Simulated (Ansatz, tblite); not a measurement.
# Al10P10 zinc blende bond sphere (Al10P10H30): removing and adding an electron

Aim: the energy of removing and adding an electron for Al10P10 zinc blende bond sphere (Al10P10H30), by energy differences, and how well orbital energies stand in for it.

The runs use Ansatz 0.2.0, Gaussian basis; as each input shows.

Plan: charge +1 doublet, at the geometry of the singlet (PBE0-D4/def2-SVP, PBE-D4/def2-SVP, revPBE-D4/def2-SVP); charge -1 doublet, at the geometry of the singlet (PBE0-D4/def2-SVP, PBE-D4/def2-SVP, revPBE-D4/def2-SVP); the starting singlet's energies come from earlier runs.

### Step 1. The structure

The singlet was relaxed beforehand with r2SCAN-D4/def2-SVP.

50 atoms, charge 0, spin multiplicity 1.

Atoms are counted from 1 here; the program's logs count them from 0.

Bond lengths: Al1–P11 2.430 Å, Al1–P12 2.408 Å, Al1–P13 2.381 Å, Al1–H21 1.588 Å, Al2–P11 2.478 Å, Al2–P14 2.428 Å, Al2–H22 1.585 Å, Al2–H23 1.599 Å, Al3–P13 2.380 Å, Al3–P15 2.410 Å, Al3–P16 2.428 Å, Al3–H24 1.587 Å, Al4–P14 2.407 Å, Al4–P15 2.454 Å, Al4–H25 1.589 Å, Al4–H26 1.600 Å, Al5–P12 2.454 Å, Al5–P17 2.410 Å and more. Angles: P11–Al1–P12 97.6°, P11–Al1–P13 107.9°, P11–Al1–H21 111.7°, P12–Al1–P13 106.4°, P12–Al1–H21 116.4°, P13–Al1–H21 115.1°, P11–Al2–P14 101.8°, P11–Al2–H22 110.1°, P11–Al2–H23 101.0°, P14–Al2–H22 113.9°, P14–Al2–H23 105.4°, H22–Al2–H23 122.2°, P13–Al3–P15 106.9°, P13–Al3–P16 107.9°, P13–Al3–H24 115.3°, P15–Al3–P16 97.0°, P15–Al3–H24 115.9°, P16–Al3–H24 112.1° and more.

### Step 2. Charge +1 doublet at the fixed geometry, PBE0-D4/def2-SVP

in.yaml reads:

```yaml
crystal:
  periodic: [false, false, false]
  atoms:
    - {symbol: Al, position_ang: [-1.981725, -2.221523, -0.595406]}
    - {symbol: Al, position_ang: [-2.446906, 1.158070, -3.502348]}
    - {symbol: Al, position_ang: [-2.246858, 0.589959, 1.958379]}
    - {symbol: Al, position_ang: [-1.999948, 3.640622, -0.670572]}
    - {symbol: Al, position_ang: [0.663707, -2.052992, -3.609585]}
    - {symbol: Al, position_ang: [0.607178, -1.969355, 2.216731]}
    - {symbol: Al, position_ang: [3.483031, -2.459434, -1.176056]}
    - {symbol: Al, position_ang: [0.679369, 0.692563, -0.686386]}
    - {symbol: Al, position_ang: [1.137979, 3.453180, 2.516843]}
    - {symbol: Al, position_ang: [3.627454, 0.689817, 1.996436]}
    - {symbol: P, position_ang: [-3.032090, -0.985395, -2.405263]}
    - {symbol: P, position_ang: [-0.419396, -3.476920, -1.929575]}
    - {symbol: P, position_ang: [-0.691101, -0.686183, 0.687302]}
    - {symbol: P, position_ang: [-0.768685, 2.047958, -1.990335]}
    - {symbol: P, position_ang: [-3.453300, 1.978813, 0.401133]}
    - {symbol: P, position_ang: [-1.024119, 2.374239, 3.060692]}
    - {symbol: P, position_ang: [1.969802, -0.769836, -2.043011]}
    - {symbol: P, position_ang: [2.419485, -3.025390, 0.988252]}
    - {symbol: P, position_ang: [1.979679, -0.416525, 3.443920]}
    - {symbol: P, position_ang: [2.015573, 2.000116, 0.779428]}
    - {symbol: H, position_ang: [-3.041380, -3.066973, 0.231084]}
    - {symbol: H, position_ang: [-1.910943, 0.891185, -4.970223]}
    - {symbol: H, position_ang: [-3.768208, 2.014301, -3.220859]}
    - {symbol: H, position_ang: [-3.135600, -0.243211, 2.975919]}
    - {symbol: H, position_ang: [-2.810478, 4.678501, -1.558945]}
    - {symbol: H, position_ang: [-1.194966, 4.093876, 0.636119]}
    - {symbol: H, position_ang: [-0.653356, -1.282397, -4.089614]}
    - {symbol: H, position_ang: [1.571419, -2.873531, -4.621607]}
    - {symbol: H, position_ang: [-0.212680, -3.018439, 3.080985]}
    - {symbol: H, position_ang: [3.156820, -3.777767, -2.021320]}
    - {symbol: H, position_ang: [4.967485, -1.954258, -0.942747]}
    - {symbol: H, position_ang: [0.896990, 4.952480, 2.061742]}
    - {symbol: H, position_ang: [1.985958, 3.091944, 3.824455]}
    - {symbol: H, position_ang: [4.094155, -0.603105, 1.178399]}
    - {symbol: H, position_ang: [4.655624, 1.585926, 2.809906]}
    - {symbol: H, position_ang: [-3.257267, -1.954353, -3.419422]}
    - {symbol: H, position_ang: [-4.381326, -0.863727, -1.965253]}
    - {symbol: H, position_ang: [-1.180102, -4.499792, -2.555862]}
    - {symbol: H, position_ang: [0.421554, -4.292426, -1.129741]}
    - {symbol: H, position_ang: [0.101965, 2.836922, -2.795282]}
    - {symbol: H, position_ang: [-4.288197, 1.220645, -0.459138]}
    - {symbol: H, position_ang: [-4.461555, 2.617584, 1.170700]}
    - {symbol: H, position_ang: [-1.989069, 3.395618, 3.271915]}
    - {symbol: H, position_ang: [-0.934295, 1.922090, 4.408242]}
    - {symbol: H, position_ang: [2.762803, 0.085944, -2.859433]}
    - {symbol: H, position_ang: [2.010652, -4.386914, 0.903296]}
    - {symbol: H, position_ang: [3.443830, -3.200202, 1.956907]}
    - {symbol: H, position_ang: [2.626130, -1.192101, 4.442193]}
    - {symbol: H, position_ang: [1.213992, 0.424583, 4.290993]}
    - {symbol: H, position_ang: [2.790911, 2.835822, -0.073986]}
basis:
  gaussian: {orbitals: def2-SVP, fitting: {mean_field: def2-universal-jkfit}}
total_charge: 1
magnetization: {spin_polarized: true, initial_magnetization: 1}
hamiltonian: {xc: pbe0, dispersion: d4}
scf: {omitted_lower_state_checks: [starts]}
output: {orbitals: {seedname: orbitals}}
```

Run with:

```bash
$ ansatz run in.yaml --threads 2 --pin off --events-out ev --progress --plain --max-ram 22528MiB --backend cuda --devices 0, --max-vram 18GiB
```

Standard output:

```text
Functional definition: PBE0
  name "PBE0"
  cite "Adamo & Barone, J. Chem. Phys. 110, 6158 (1999) doi:10.1063/1.478522"
  cite "Perdew, Burke & Ernzerhof, Phys. Rev. Lett. 77, 3865 (1996) doi:10.1103/PhysRevLett.77.3865"
  parent pbe
  parameter a = 0.25
  parameter kappa = 0.804
  parameter beta = 0.06672455060314922
  exchange = (1 - a)*pbe_x(kappa = kappa, mu = beta*pi^2/3) + a*exact_x
  correlation = pbe_c(beta = beta)
these checks for a lower state are left out or cut short: starts
3100 factors; integrals over basis functions are off by at most 3.4e-1 eV
mean field evaluation 1: about -159230.6709 eV, gradient 2.1e1 eV
mean field evaluation 2: about -159232.1398 eV, gradient 1.7e1 eV
mean field evaluation 4: about -159234.2347 eV, gradient 3.8e0 eV
mean field evaluation 8: about -159234.3747 eV, gradient 3.8e-1 eV
mean field evaluation 16: about -159234.3800 eV, gradient 4.3e-2 eV
mean field evaluation 32: about -159234.3809 eV, gradient 8.0e-4 eV
mean field -159234.38086446 eV, -5851.7555638290 hartree, gradient 8.0e-6 eV, S^2 0.754631; 0 other end points of the search recorded, 0 dependent functions left out
reference -159234.38094463 eV, -5851.7555667752 hartree; 155, 154 occupied and 355, 356 virtual orbitals, 3100 factors
Total energy: -159237.44320056 eV, -5851.8681026048 hartree
Checks for a lower state left out: starts
```

Run time: 13 s. Hardware: 1 × H100 (card shared with other runs) with 2 threads of AMD EPYC 7R13, shared host; peak host memory 1.3 GiB.

From the report: HOMO -10.21 eV, LUMO -9.47 eV (over both spins); ⟨S²⟩ 0.755 (pure: 0.75).

### Step 3. Charge +1 doublet at the fixed geometry, PBE-D4/def2-SVP

start.molden holds the orbitals of an earlier run on this state, given as this run's starting guess.

Changes to in.yaml since step 2:

```diff
@@ -54,6 +54,6 @@
 basis:
-  gaussian: {orbitals: def2-SVP, fitting: {mean_field: def2-universal-jkfit}}
+  gaussian: {orbitals: def2-SVP, fitting: {mean_field: def2-universal-jkfit}, initial_orbitals: start.molden}
 total_charge: 1
 magnetization: {spin_polarized: true, initial_magnetization: 1}
-hamiltonian: {xc: pbe0, dispersion: d4}
+hamiltonian: {xc: pbe, dispersion: d4}
 scf: {omitted_lower_state_checks: [starts]}
```

The command is unchanged.

Standard output:

```text
Functional definition: PBE
  name "PBE"
  cite "Perdew, Burke & Ernzerhof, Phys. Rev. Lett. 77, 3865 (1996) doi:10.1103/PhysRevLett.77.3865"
  parent pbe
  parameter kappa = 0.804
  parameter beta = 0.06672455060314922
  exchange = pbe_x(kappa = kappa, mu = beta*pi^2/3)
  correlation = pbe_c(beta = beta)
these checks for a lower state are left out or cut short: starts
3100 factors; integrals over basis functions are off by at most 3.4e-1 eV
mean field evaluation 1: about -159217.9241 eV, gradient 9.9e0 eV
mean field evaluation 2: about -159218.3221 eV, gradient 4.9e-1 eV
mean field evaluation 4: about -159218.3295 eV, gradient 1.6e-1 eV
mean field evaluation 8: about -159218.3300 eV, gradient 2.6e-3 eV
mean field evaluation 16: about -159218.3300 eV, gradient 2.7e-4 eV
mean field -159218.33004030 eV, -5851.1657069207 hartree, gradient 1.4e-6 eV, S^2 0.751350; 0 other end points of the search recorded, 0 dependent functions left out
reference -159218.33014718 eV, -5851.1657108484 hartree; 155, 154 occupied and 355, 356 virtual orbitals, 3100 factors
Total energy: -159221.68024027 eV, -5851.2888244987 hartree
Checks for a lower state left out: starts
```

Wall time 10 s (1 × H100 (card shared with other runs) with 2 threads of AMD EPYC 7R13, shared host); peak host memory 1.3 GiB.

From the report: HOMO -9.13 eV, LUMO -9.25 eV (over both spins; with the spin held, an empty level of the minority spin lies below the top filled one); ⟨S²⟩ 0.751 (pure: 0.75).

### Step 4. Charge +1 doublet at the fixed geometry, revPBE-D4/def2-SVP

Changes to in.yaml since step 3:

```diff
@@ -57,3 +57,3 @@
 magnetization: {spin_polarized: true, initial_magnetization: 1}
-hamiltonian: {xc: pbe, dispersion: d4}
+hamiltonian: {xc: {name: revPBE}, dispersion: d4}
 scf: {omitted_lower_state_checks: [starts]}
```

Launched as before.

Standard output, cut to the lines that bear on the results:

```text
Functional definition: revPBE
  name "revPBE"
  cite "Zhang & Yang, Phys. Rev. Lett. 80, 890 (1998) doi:10.1103/PhysRevLett.80.890"
  cite "Perdew, Burke & Ernzerhof, Phys. Rev. Lett. 77, 3865 (1996) doi:10.1103/PhysRevLett.77.3865"
[...]
3100 factors; integrals over basis functions are off by at most 3.4e-1 eV
[...]
mean field -159267.28732158 eV, -5852.9648538232 hartree, gradient 2.4e-6 eV, S^2 0.751364; 0 other end points of the search recorded, 0 dependent functions left out
reference -159267.28745530 eV, -5852.9648587374 hartree; 155, 154 occupied and 355, 356 virtual orbitals, 3100 factors
Total energy: -159274.13033192 eV, -5853.2163298149 hartree
Checks for a lower state left out: starts
```

Wall time 9.5 s (1 × H100 (card shared with other runs) with 2 threads of AMD EPYC 7R13, shared host); peak host memory 1.3 GiB.

Report: HOMO -9.11 eV, LUMO -9.23 eV (over both spins; with the spin held, an empty level of the minority spin lies below the top filled one); ⟨S²⟩ 0.751 (pure: 0.75).

### Step 5. Vertical ionisation energy

Charged state less starting state, singlet to doublet; the starting state's energies are those of its earlier runs.

```csv
level,vertical ionisation energy (eV),time
PBE-D4/def2-SVP,+7.86,17 s
revPBE-D4/def2-SVP,+7.95,14 s
PBE0-D4/def2-SVP,+8.51,20 s
```

Times add the two runs; a level without a time comes out of a correlated run.

Beside −ε(HOMO) of the starting state:

```csv
level,−ε(HOMO) (eV),by difference (eV),mismatch (eV)
PBE-D4/def2-SVP,6.26,7.86,-1.60
revPBE-D4/def2-SVP,6.24,7.95,-1.71
PBE0-D4/def2-SVP,7.38,8.51,-1.13
```

### Step 6. Charge -1 doublet at the fixed geometry, PBE0-D4/def2-SVP

Changes to in.yaml since step 4:

```diff
@@ -54,6 +54,6 @@
 basis:
-  gaussian: {orbitals: def2-SVP, fitting: {mean_field: def2-universal-jkfit}, initial_orbitals: start.molden}
-total_charge: 1
+  gaussian: {orbitals: def2-SVP, fitting: {mean_field: def2-universal-jkfit}}
+total_charge: -1
 magnetization: {spin_polarized: true, initial_magnetization: 1}
-hamiltonian: {xc: {name: revPBE}, dispersion: d4}
+hamiltonian: {xc: pbe0, dispersion: d4}
 scf: {omitted_lower_state_checks: [starts]}
```

Same command.

Standard output, cut to the lines that bear on the results:

```text
Functional definition: PBE0
  name "PBE0"
  cite "Adamo & Barone, J. Chem. Phys. 110, 6158 (1999) doi:10.1063/1.478522"
  cite "Perdew, Burke & Ernzerhof, Phys. Rev. Lett. 77, 3865 (1996) doi:10.1103/PhysRevLett.77.3865"
  parent pbe
[...]
3100 factors; integrals over basis functions are off by at most 3.4e-1 eV
[...]
mean field -159243.37425969 eV, -5852.0860650079 hartree, gradient 9.6e-6 eV, S^2 0.751639; 0 other end points of the search recorded, 0 dependent functions left out
reference -159243.37433586 eV, -5852.0860678071 hartree; 156, 155 occupied and 354, 355 virtual orbitals, 3100 factors
Total energy: -159246.58784891 eV, -5852.2041622334 hartree
Checks for a lower state left out: starts
```

It took 13 s on 1 × H100 (card shared with other runs) with 2 threads of AMD EPYC 7R13, shared host; peak host memory 1.3 GiB.

Report: HOMO 0.41 eV, LUMO 1.42 eV (over both spins); ⟨S²⟩ 0.752 (pure: 0.75). Doubts: highest occupied level lies above zero.

### Step 7. Charge -1 doublet at the fixed geometry, PBE-D4/def2-SVP

Changes to in.yaml since step 6:

```diff
@@ -54,6 +54,6 @@
 basis:
-  gaussian: {orbitals: def2-SVP, fitting: {mean_field: def2-universal-jkfit}}
+  gaussian: {orbitals: def2-SVP, fitting: {mean_field: def2-universal-jkfit}, initial_orbitals: start.molden}
 total_charge: -1
 magnetization: {spin_polarized: true, initial_magnetization: 1}
-hamiltonian: {xc: pbe0, dispersion: d4}
+hamiltonian: {xc: pbe, dispersion: d4}
 scf: {omitted_lower_state_checks: [starts]}
```

Same command.

Standard output:

```text
Functional definition: PBE
  name "PBE"
  cite "Perdew, Burke & Ernzerhof, Phys. Rev. Lett. 77, 3865 (1996) doi:10.1103/PhysRevLett.77.3865"
  parent pbe
  parameter kappa = 0.804
  parameter beta = 0.06672455060314922
  exchange = pbe_x(kappa = kappa, mu = beta*pi^2/3)
  correlation = pbe_c(beta = beta)
these checks for a lower state are left out or cut short: starts
3100 factors; integrals over basis functions are off by at most 3.4e-1 eV
mean field evaluation 1: about -159226.5563 eV, gradient 9.9e0 eV
mean field evaluation 2: about -159226.9472 eV, gradient 4.1e-1 eV
mean field evaluation 4: about -159226.9466 eV, gradient 1.9e-2 eV
mean field evaluation 8: about -159226.9466 eV, gradient 2.5e-5 eV
mean field -159226.94657962 eV, -5851.4823589003 hartree, gradient 4.5e-6 eV, S^2 0.750762; 0 other end points of the search recorded, 0 dependent functions left out
reference -159226.94668304 eV, -5851.4823627008 hartree; 156, 155 occupied and 354, 355 virtual orbitals, 3100 factors
Total energy: -159230.46421930 eV, -5851.6116297743 hartree
Checks for a lower state left out: starts
```

It took 7 s on 1 × H100 (card shared with other runs) with 2 threads of AMD EPYC 7R13, shared host; peak host memory 1.3 GiB.

Report: HOMO 0.55 eV, LUMO 0.74 eV (over both spins); ⟨S²⟩ 0.751 (pure: 0.75). Doubts: highest occupied level lies above zero.

### Step 8. Charge -1 doublet at the fixed geometry, revPBE-D4/def2-SVP

Changes to in.yaml since step 7:

```diff
@@ -57,3 +57,3 @@
 magnetization: {spin_polarized: true, initial_magnetization: 1}
-hamiltonian: {xc: pbe, dispersion: d4}
+hamiltonian: {xc: {name: revPBE}, dispersion: d4}
 scf: {omitted_lower_state_checks: [starts]}
```

Same command.

Standard output:

```text
Functional definition: revPBE
  name "revPBE"
  cite "Zhang & Yang, Phys. Rev. Lett. 80, 890 (1998) doi:10.1103/PhysRevLett.80.890"
  cite "Perdew, Burke & Ernzerhof, Phys. Rev. Lett. 77, 3865 (1996) doi:10.1103/PhysRevLett.77.3865"
  parameter kappa = 1.245
  parameter beta = 0.06672455060314922
  exchange = pbe_x(kappa = kappa, mu = beta*pi^2/3)
  correlation = pbe_c(beta = beta)
these checks for a lower state are left out or cut short: starts
3100 factors; integrals over basis functions are off by at most 3.4e-1 eV
mean field evaluation 1: about -159275.5351 eV, gradient 7.9e0 eV
mean field evaluation 2: about -159275.8317 eV, gradient 3.1e-1 eV
mean field evaluation 4: about -159275.8318 eV, gradient 3.0e-2 eV
mean field evaluation 8: about -159275.8318 eV, gradient 1.8e-5 eV
mean field -159275.83183710 eV, -5853.2788589772 hartree, gradient 4.0e-6 eV, S^2 0.750917; 0 other end points of the search recorded, 0 dependent functions left out
reference -159275.83196532 eV, -5853.2788636889 hartree; 156, 155 occupied and 354, 355 virtual orbitals, 3100 factors
Total energy: -159283.06679331 eV, -5853.5447387136 hartree
Checks for a lower state left out: starts
```

Wall time 7 s (1 × H100 (card shared with other runs) with 2 threads of AMD EPYC 7R13, shared host); peak host memory 1.3 GiB.

HOMO 0.60 eV, LUMO 0.81 eV (over both spins); ⟨S²⟩ 0.751 (pure: 0.75). Doubts: highest occupied level lies above zero.

### Step 9. Vertical electron affinity

Starting state less charged state (positive: the electron is bound), singlet to doublet; the starting state's energies are those of its earlier runs.

```csv
level,vertical electron affinity (eV),time
PBE-D4/def2-SVP,+0.92,14 s
revPBE-D4/def2-SVP,+0.99,11 s
PBE0-D4/def2-SVP,+0.63,20 s
```

Times add the two runs; a level without a time comes out of a correlated run.

Beside −ε(LUMO) of the starting state:

```csv
level,−ε(LUMO) (eV),by difference (eV),mismatch (eV)
PBE-D4/def2-SVP,2.23,0.92,+1.31
revPBE-D4/def2-SVP,2.17,0.99,+1.18
PBE0-D4/def2-SVP,1.52,0.63,+0.88
```

### Step 10. Outcome

```
                                           quantity                                  value
vertical ionisation energy, functionals in def2-SVP     7.86 (PBE-D4) to 8.51 eV (PBE0-D4)
vertical electron affinity, functionals in def2-SVP  0.63 (PBE0-D4) to 0.99 eV (revPBE-D4)
```

**Reading.** The vertical ionisation energy spans 7.86 to 8.51 eV over the functionals. −ε(HOMO) misses the level's own difference by -1.13 eV at best (PBE0-D4) and -1.71 eV at worst (revPBE-D4). The vertical electron affinity spans 0.63 to 0.99 eV over the functionals. The anion's highest level lies above zero where self-interaction lifts it, so diffuse functions weigh on these values. −ε(LUMO) misses the level's own difference by +0.88 eV at best (PBE0-D4) and +1.31 eV at worst (PBE-D4).
